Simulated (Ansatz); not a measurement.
# Cl2H3InO: search for a transition state, part 2 of 2

Ansatz 0.2.0, Gaussian basis; PBE0-D4. The steps go on from the part before.

## Step 6: Vibrations at the point found

The input, vib/in.yaml:

```yaml
crystal:
  periodic: [false, false, false]
  atoms:
    - {symbol: In, position_ang: [-0.748626, 0.244904, -0.080614]}
    - {symbol: H, position_ang: [0.069044, -1.405966, 0.747509]}
    - {symbol: Cl, position_ang: [-1.369415, -0.140754, -2.267933]}
    - {symbol: Cl, position_ang: [-2.042718, 1.424582, 1.405569]}
    - {symbol: H, position_ang: [0.837890, -0.852560, 0.560253]}
    - {symbol: O, position_ang: [1.332105, 0.338271, 0.197226]}
    - {symbol: H, position_ang: [1.921821, 0.391623, -0.562209]}
basis:
  gaussian: {orbitals: def2-TZVP}
hamiltonian: {xc: pbe0, dispersion: d4}
phonons: {temperatures: {t_min: 298.15, t_max: 900, t_step: 200}}
```

Command:

```bash
$ ansatz run in.yaml --threads 4 --pin off --events-out ev --progress --plain --max-ram 9574MiB
```

Output, cut to the lines that bear on the results:

```text
Functional definition: PBE0
  name "PBE0"
  cite "Adamo & Barone, J. Chem. Phys. 110, 6158 (1999) doi:10.1063/1.478522"
  cite "Perdew, Burke & Ernzerhof, Phys. Rev. Lett. 77, 3865 (1996) doi:10.1103/PhysRevLett.77.3865"
  parent pbe
[...]
1300 factors; their error is unknown
[...]
mean field -32308.16919859 eV, -1187.3033187845 hartree, gradient 1.8e-5 eV, S^2 0.000000; 0 other end points of the search recorded, 0 dependent functions left out
[...]
reference -32308.16923955 eV, -1187.3033202899 hartree; 33, 33 occupied and 140, 140 virtual orbitals, 1300 factors
[... from here to the last solve, the lines of the solves are left out (41 solves) ...]
1300 factors; their error is unknown
mean field -32308.16911026 eV, -1187.3033155384 hartree, gradient 1.6e-6 eV, S^2 0.000000; 0 other end points of the search recorded, 0 dependent functions left out
[...]
reference -32308.16915122 eV, -1187.3033170439 hartree; 33, 33 occupied and 140, 140 virtual orbitals, 1300 factors
WARN: phonons: modes at or below zero, which the zero-point energy, F, S and C_V leave out: 1, the lowest at -1239.73 cm⁻¹. A minimum has none, and a first-order saddle one
Total energy: -32308.30748086 eV, -1187.3084005644 hartree
Atom 0 at    -0.748626     0.244904    -0.080614 Å, force    -0.000292     0.000815    -0.000117 eV/Å
Atom 1 at     0.069044    -1.405966     0.747509 Å, force     0.001856     0.002345     0.000186 eV/Å
Atom 2 at    -1.369415    -0.140754    -2.267933 Å, force    -0.000473    -0.000520    -0.000092 eV/Å
Atom 3 at    -2.042718     1.424582     1.405569 Å, force     0.000935    -0.000346    -0.000508 eV/Å
Atom 4 at     0.837890    -0.852560     0.560253 Å, force    -0.002812    -0.004922     0.000354 eV/Å
Atom 5 at     1.332105     0.338271     0.197226 Å, force    -0.003429     0.000494     0.004620 eV/Å
Atom 6 at     1.921821     0.391623    -0.562209 Å, force     0.004216     0.002135    -0.004443 eV/Å
Dipole moment:     0.397535    -0.168899    -0.110473 e Å
Vibrations: -1239.73 87.47 99.88 125.61 247.84 357.66 394.05 451.59 522.71 749.87 860.75 1295.04 1659.19 1903.78 3854.78 cm⁻¹, zero-point energy 0.781734 eV
```

It took 76 s on 4 threads of Arm Neoverse V2, shared host.

Wavenumbers and character of the modes:

```csv
mode,wavenumber (cm⁻¹),character
1,1240i,"changes H2–H5, In1–H2, H5–O6"
2,87,bend
3,100,bend
4,126,torsion with bend
5,248,bend with torsion
6,358,In–Cl stretch
7,394,In–Cl stretch
8,452,bend with torsion
9,523,In–O stretch
10,750,bend with wag or twist
11,861,In–H stretch with bend
12,1295,bend
13,1659,In–H stretch
14,1904,bend with In–H stretch
15,3855,O–H stretch
```

Vibrational sums (real modes only):

```csv
T (K),entropy (J/mol/K),heat capacity (J/mol/K)
298,66.5,61.5
498,102.4,78.3
698,130.6,88.3
898,153.7,94.9
```

## Step 7: Relaxing after a step of 0.30 Å one way along the mode

The input, downa/in.yaml:

```yaml
crystal:
  periodic: [false, false, false]
  atoms:
    - {symbol: In, position_ang: [-0.657927, 0.363662, -0.128908]}
    - {symbol: H, position_ang: [0.156208, -1.435149, 0.770339]}
    - {symbol: Cl, position_ang: [-1.376766, -0.160529, -2.257367]}
    - {symbol: Cl, position_ang: [-2.034550, 1.398780, 1.404068]}
    - {symbol: H, position_ang: [0.655802, -1.073910, 0.648845]}
    - {symbol: O, position_ang: [1.335416, 0.466310, 0.158615]}
    - {symbol: H, position_ang: [1.921917, 0.440936, -0.595792]}
basis:
  gaussian: {orbitals: def2-TZVP}
hamiltonian: {xc: pbe0, dispersion: d4}
relax: {f_tol: 0.005, max_steps: 200}
```

Command:

```bash
$ ansatz run in.yaml --threads 4 --pin off --events-out ev --progress --plain --max-ram 9574MiB
```

Output, cut to the lines that bear on the results:

```text
[... 5 set-up lines as earlier in the session ...]
[...]
1300 factors; their error is unknown
[...]
mean field -32307.97036760 eV, -1187.2960118803 hartree, gradient 5.9e-5 eV, S^2 0.000000; 0 other end points of the search recorded, 0 dependent functions left out
[...]
reference -32307.97041014 eV, -1187.2960134437 hartree; 33, 33 occupied and 140, 140 virtual orbitals, 1300 factors
relax step   1: F+E_penalty+E_count = -32308.10920089 eV  Δ(F+E_penalty+E_count) = +0.000e0 eV  max|allowed force component| = 5.936e0 eV/Å  Δτ_max = 0.0000 Å  (27 SCF iters, accepted)
[...]
reference -32308.92321160 eV, -1187.3310282516 hartree; 33, 33 occupied and 140, 140 virtual orbitals, 1300 factors
Total energy: -32309.06293818 eV, -1187.3361631087 hartree
Atom 0 at    -0.453224     0.645318    -0.222605 Å, force     0.001069     0.000139     0.000619 eV/Å
Atom 1 at    -0.231984    -1.858926     0.833225 Å, force     0.002350     0.001606     0.000289 eV/Å
Atom 2 at    -1.270050    -0.324390    -2.153497 Å, force    -0.000081     0.000011    -0.000382 eV/Å
Atom 3 at    -1.892443     1.280226     1.446728 Å, force     0.000596     0.000037    -0.000373 eV/Å
Atom 4 at     0.435849    -1.563975     1.011034 Å, force    -0.002184    -0.001871    -0.000069 eV/Å
Atom 5 at     1.464776     1.034199    -0.060332 Å, force    -0.002637     0.000664     0.001446 eV/Å
Atom 6 at     1.947177     0.787648    -0.854754 Å, force     0.000886    -0.000585    -0.001531 eV/Å
Dipole moment:     0.258450    -0.178595    -0.124944 e Å
```

It took 49 s on 4 threads of Arm Neoverse V2, shared host.

Step by step: (the energy doesn't fall at every step)

```csv
step,energy from step 1 (eV),largest force component (eV/Å)
1,0.0000,5.9358
2,-0.7173,0.8191
3,-0.8701,0.4437
4,-0.9215,0.5359
5,-0.9351,0.3301
6,-0.9417,0.3073
7,-0.9462,0.1372
8,-0.9448,0.5440
9,-0.9498,0.0446
10,-0.9522,0.0925
11,-0.9527,0.1459
12,-0.9534,0.0600
13,-0.9536,0.0024
14,-0.9536,0.0090
15,-0.9536,0.0304
16,-0.9537,0.0177
17,-0.9537,0.0086
18,-0.9537,0.0044
19,-0.9537,0.0103
20,-0.9536,0.0378
21,-0.9537,0.0026
```

Close pairs (by a distance rule), those that changed most:

```csv
bond,before (Å),after (Å),change (Å)
In1–H5,2.097,2.682,+0.585
In1–H2,2.170,2.727,+0.557
H2–H5,0.628,0.751,+0.123
In1–O6,2.017,1.964,-0.053
In1–Cl4,2.306,2.294,-0.012
O6–H7,0.956,0.962,+0.006
In1–Cl3,2.307,2.310,+0.003
```

## Step 8: Relaxing after a step of 0.30 Å the other way along the mode

The input, downb/in.yaml:

```yaml
crystal:
  periodic: [false, false, false]
  atoms:
    - {symbol: In, position_ang: [-0.839324, 0.126147, -0.032321]}
    - {symbol: H, position_ang: [-0.018120, -1.376783, 0.724679]}
    - {symbol: Cl, position_ang: [-1.362065, -0.120980, -2.278499]}
    - {symbol: Cl, position_ang: [-2.050887, 1.450384, 1.407069]}
    - {symbol: H, position_ang: [1.019977, -0.631209, 0.471662]}
    - {symbol: O, position_ang: [1.328794, 0.210232, 0.235837]}
    - {symbol: H, position_ang: [1.921726, 0.342310, -0.528626]}
basis:
  gaussian: {orbitals: def2-TZVP}
hamiltonian: {xc: pbe0, dispersion: d4}
relax: {f_tol: 0.005, max_steps: 200}
```

Command:

```bash
$ ansatz run in.yaml --threads 4 --pin off --events-out ev --progress --plain --max-ram 9574MiB
```

Output, cut to the lines that bear on the results:

```text
[... 5 set-up lines as earlier in the session ...]
[...]
1300 factors; their error is unknown
[...]
mean field -32308.44773603 eV, -1187.3135548468 hartree, gradient 1.9e-5 eV, S^2 0.000000; 0 other end points of the search recorded, 0 dependent functions left out
[...]
reference -32308.44777611 eV, -1187.3135563194 hartree; 33, 33 occupied and 140, 140 virtual orbitals, 1300 factors
relax step   1: F+E_penalty+E_count = -32308.58388930 eV  Δ(F+E_penalty+E_count) = +0.000e0 eV  max|allowed force component| = 5.046e0 eV/Å  Δτ_max = 0.0000 Å  (27 SCF iters, accepted)
[...]
reference -32309.68647498 eV, -1187.3590776634 hartree; 33, 33 occupied and 140, 140 virtual orbitals, 1300 factors
Total energy: -32309.82925851 eV, -1187.3643248615 hartree
Atom 0 at    -0.988794    -0.275047     0.196301 Å, force    -0.000013    -0.000076    -0.001186 eV/Å
Atom 1 at    -0.975543    -1.840458     0.860158 Å, force    -0.000048    -0.000013    -0.000246 eV/Å
Atom 2 at    -0.858505     0.080336    -2.133011 Å, force    -0.000321    -0.000393     0.000702 eV/Å
Atom 3 at    -1.833795     1.598601     1.279839 Å, force     0.000405     0.000215     0.000257 eV/Å
Atom 4 at     1.956561    -0.356564     0.404865 Å, force    -0.002573     0.003492    -0.002150 eV/Å
Atom 5 at     1.284998     0.288979     0.163012 Å, force     0.001820    -0.001760    -0.000048 eV/Å
Atom 6 at     1.415177     0.504254    -0.771363 Å, force     0.000730    -0.001466     0.002672 eV/Å
Dipole moment:     0.883930    -0.546473     0.133012 e Å
```

Run time: 40 s. Hardware: 4 threads of Arm Neoverse V2, shared host.

Step by step:

```csv
step,energy from step 1 (eV),largest force component (eV/Å)
1,0.0000,5.0462
2,-0.6343,1.1006
3,-0.8432,1.9844
4,-1.0150,1.6801
5,-1.1516,0.3855
6,-1.1859,0.1340
7,-1.2059,0.8027
8,-1.2348,0.3579
9,-1.2414,0.3388
10,-1.2430,0.2519
11,-1.2449,0.0511
12,-1.2451,0.0309
13,-1.2452,0.0184
14,-1.2453,0.0121
15,-1.2453,0.0148
16,-1.2453,0.0035
```

Distances of close pairs at the start and the end, largest changes first:

```csv
bond,before (Å),after (Å),change (Å)
In1–H5,2.070,2.954,+0.884
In1–H2,1.872,1.700,-0.172
In1–O6,2.186,2.343,+0.157
In1–Cl3,2.319,2.360,+0.040
H5–O6,0.927,0.962,+0.036
In1–Cl4,2.301,2.323,+0.023
O6–H7,0.976,0.968,-0.009
```

## Step 9: The three structures

```csv
pair,start side (Å),saddle (Å),end side (Å)
In1–O6,2.343,2.101,1.964
H2–H5,3.318,0.966,0.751
In1–H2,1.700,2.020,2.727
H5–O6,0.962,1.339,2.993
```

## Step 10: Outcome

The summary covers parts 1 to 2.

| quantity | value |
| --- | --- |
| imaginary mode | 1240i cm⁻¹ |
| barrier from the start side | 1.522 eV |
| barrier from the end side | 0.755 eV |
| energy of the step | +0.766 eV |
| pairs that change | In1–O6 tightened, H2–H5 formed, In1–H2 broken, H5–O6 broken |
| zero-point energy at the saddle | 0.782 eV |

What this shows: The point has a single imaginary mode (1240i cm⁻¹), as a transition state must. The two relaxations end on the structures that were planned. At PBE0-D4/def2-TZVP the electronic barrier is 1.522 eV, about 59 kT at 298 K, and the step runs 0.766 eV uphill. The barrier is thin enough for tunnelling; the leading (Wigner) term alone is a factor of 2.5 at 298 K. A step off the saddle overshot and began above it in energy, so the link to its end is likely but not proven. The ends are the nearest minima, not always the lowest complexes.
